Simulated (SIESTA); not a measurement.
SnSe2: equation of state with LDA

Crystal: SnSe2.

```
CELL_PARAMETERS angstrom
3.81100 0.00000 0.00000
-1.90550 3.30042 0.00000
0.00000 0.00000 6.13600
ATOMIC_POSITIONS crystal
Sn 0.00000 0.00000 0.00000
Se 0.66667 0.33333 0.75100
Se 0.33333 0.66667 0.24900
```

| Quantity | Value |
| --- | --- |
| Program | SIESTA 5.4.2 |
| Task | equation of state |
| Functional | LDA |
| Potentials or basis | PseudoDojo 0.4 standard (LDA files) |
| Basis | DZP (energy shift 0.003 Ry; two zetas on semicore shells) |
| Grid cutoff | 500 Ry |
| Energy shift | 0.003 Ry |
| k mesh | 8 × 8 × 5 |
| Occupations | fermi-dirac, width 0.05 eV |
| Spin | no spin polarisation |

* Equilibrium volume: 26.84 Å³/atom
* Bulk modulus at fixed shape and positions: 66 GPa
* Pressure derivative of the bulk modulus: 4.7

Energy against volume, from the lowest point:
| volume (Å³/atom) | energy (meV/atom) |
| --- | --- |
| 24.182 | 66.20 |
| 24.697 | 41.35 |
| 25.212 | 22.94 |
| 25.726 | 10.28 |
| 26.241 | 2.86 |
| 26.755 | 0.00 |
| 27.270 | 1.31 |

All runs of the series together: 4.8 min on 1 thread of Arm Neoverse V1, with other jobs on the host.

Caveat: the cell was scaled at fixed shape and fractional positions, which overstates the stiffness of a crystal with free parameters, most of all of layers and chains; the basis of atomic orbitals isn't converged, which shifts pressures, moduli and gaps.
